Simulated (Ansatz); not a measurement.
# GeH5 (doublet): from Hartree-Fock to the top rungs at distance H1–H2 along a hydrogen transfer = 1.181 Å, cc-pVTZ

How much of the correlation energy of GeH5 (doublet) does each wave-function method recover here?

Program: Ansatz 0.2.0, Gaussian basis. Level of theory: cc-pVTZ, core rule «outside noble gas», up to 14 orbitals frozen. These are calculated values, not measurements.

Plan: UHF; CCSD(T) on ROHF; CCSD(T) on UHF; BCCD(T) on ROHF; CISD; CCSDT(Q) on ROHF; CCSDT(Q) on UHF; CASSCF and NEVPT2, 3 electrons in 3 orbitals; CASSCF and NEVPT2, 9 electrons in 9 orbitals.

**1. What is computed**

The geometry derives from fragments relaxed apart (PBE0/def2-TZVP) and kept rigid, so it is no stationary point. A hydrogen atom is moved between rigid fragments. No spin-orbit coupling is included. The filled d shell of Ge may be among the frozen orbitals whatever the setting's name suggests; the logs give the count.

6 atoms, charge 0, spin multiplicity 2.

Atoms are counted from 1 here; the program's logs count them from 0.

Bond lengths: H2–Ge3 1.704 Å, Ge3–H4 1.539 Å, Ge3–H5 1.539 Å, Ge3–H6 1.539 Å. Angles: H2–Ge3–H4 107.7°, H2–Ge3–H5 107.7°, H2–Ge3–H6 107.7°, H4–Ge3–H5 111.2°, H4–Ge3–H6 111.2°, H5–Ge3–H6 111.2°.

**2. UHF**

in.yaml reads:

```yaml
crystal:
  periodic: [false, false, false]
  atoms:
    - {symbol: H, position_ang: [-2.843699, 0.000000, -0.000001]}
    - {symbol: H, position_ang: [-1.662699, 0.000000, -0.000001]}
    - {symbol: Ge, position_ang: [0.041301, 0.000000, 0.000000]}
    - {symbol: H, position_ang: [0.509970, -1.465915, 0.000000]}
    - {symbol: H, position_ang: [0.509970, 0.732957, -1.269519]}
    - {symbol: H, position_ang: [0.509969, 0.732957, 1.269520]}
basis:
  gaussian: {orbitals: cc-pVTZ}
magnetization: {spin_polarized: true, initial_magnetization: 1}
hamiltonian: {xc: hf}
output: {orbitals: {seedname: orbitals}}
```

Started as:

```bash
$ ansatz run in.yaml --threads 1 --pin off --events-out ev --progress --plain --max-ram 2816MiB --backend cpu
```

The runs that follow: CCSD(T) on ROHF; CCSD(T) on UHF; BCCD(T) on ROHF; CISD; CCSDT(Q) on ROHF; CCSDT(Q) on UHF; CASSCF and NEVPT2, 3 electrons in 3 orbitals; CASSCF and NEVPT2, 9 electrons in 9 orbitals.

**Question.** What will the summary of the whole plan be? Wanted: UCCSDT(Q) below the RHF energy; RMP2 from UCCSDT(Q); UMP2 from UCCSDT(Q); RCCSD from UCCSDT(Q); RCCSD(T) from UCCSDT(Q); UCCSD(T) from UCCSDT(Q); RCCSDT(Q) from UCCSDT(Q); NEVPT2 pair from UCCSDT(Q); NEVPT2 valence from UCCSDT(Q).

The runs gave:

| quantity | value |
| --- | --- |
| UCCSDT(Q) below the RHF energy | -5.2199 eV |
| RMP2 from UCCSDT(Q) | +1057.0 meV |
| UMP2 from UCCSDT(Q) | +1045.0 meV |
| RCCSD from UCCSDT(Q) | +152.1 meV |
| RCCSD(T) from UCCSDT(Q) | +28.2 meV |
| UCCSD(T) from UCCSDT(Q) | +27.3 meV |
| RCCSDT(Q) from UCCSDT(Q) | +1.5 meV |
| NEVPT2 pair from UCCSDT(Q) | +993.2 meV |
| NEVPT2 valence from UCCSDT(Q) | +948.5 meV |
| levels within 1 kcal/mol (43 meV) | RCCSD(T), UCCSD(T), BCCD(T), RCCSDT, UCCSDT, RCCSDT(Q) |
| T1 diagnostic | 0.030 |
| effectively unpaired electrons | 1.02 |

**Reading.** RCCSD(T) misses by +28.2 meV, 0.5 % of the correlation energy. One determinant dominates. Of the multireference levels listed NEVPT2 valence comes nearest in total energy (+948.5 meV), which doesn't show that its space is the better one. These misses are within one basis, not against nature; the frozen cores of restricted and unrestricted runs differ, which can shift their rows.
